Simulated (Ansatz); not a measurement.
**TiSi (triplet): from Hartree-Fock to the top rungs, def2-TZVPP**

The task here is to estimate one member of a computed series from the others.

Program: Ansatz 0.2.0, Gaussian basis. Level of theory: def2-TZVPP, core rule «outside noble gas», up to 14 orbitals frozen. These are calculated values, not measurements.

The runs, in order: UHF; ROHF; CCSD(T) on UHF.

2 further runs of the same task are left out: 2 set aside as unsound or not needed.

### The geometry

The geometry is a PBE0/def2-TZVP stationary point (not a proven minimum).

2 atoms, charge 0, spin multiplicity 3.

Atoms are counted from 1 here; the program's logs count them from 0.

Bond lengths: Ti1–Si2 2.462 Å.

Set-up of the first run:

Input file in.yaml:

```yaml
crystal:
  periodic: [false, false, false]
  atoms:
    - {symbol: Ti, position_ang: [0.000000, 0.000000, 0.000000]}
    - {symbol: Si, position_ang: [0.000000, 0.000000, 2.461600]}
basis:
  gaussian: {orbitals: def2-TZVPP}
magnetization: {spin_polarized: true, initial_magnetization: 2}
hamiltonian: {xc: hf}
output: {orbitals: {seedname: orbitals}}
```

Launch:

```
$ ansatz run in.yaml --threads 1 --pin off --events-out ev --progress --plain --max-ram 2816MiB --backend cpu
```

Steps of the session up to this table: UHF; ROHF; CCSD(T) on UHF.

One of the session's tables, all rows but one given; the rest of the session is left out.

| method | from UCCSD(T) (meV) |
| --- | --- |
| ROHF | +6071.8 |
| UMP2 | +1659.5 |
| UCCSD | ? |
| UCCSD(T) | 0 |

**Question.** Estimate the row for UCCSD.

The run gave: from UCCSD(T) (meV): +401.2. In the column «from UCCSD(T) (meV)» it lies between UCCSD(T) (0) and UMP2 (+1659.5).

Left out of the table: UHF (another determinant or state than the rows shown).

The program flags UCCSD(T) as in doubt (see the logs), so the zero of the table is itself unsure.

Caveats from the session: The determinant is far from a pure spin state, so its energy mixes those of several spin states (harmless only where they are near-degenerate, as at dissociation). The program flags UCCSD(T) as in doubt, so the zero of the table is itself unsure. Warnings: spin contamination; coupled cluster took another determinant than the lowest.
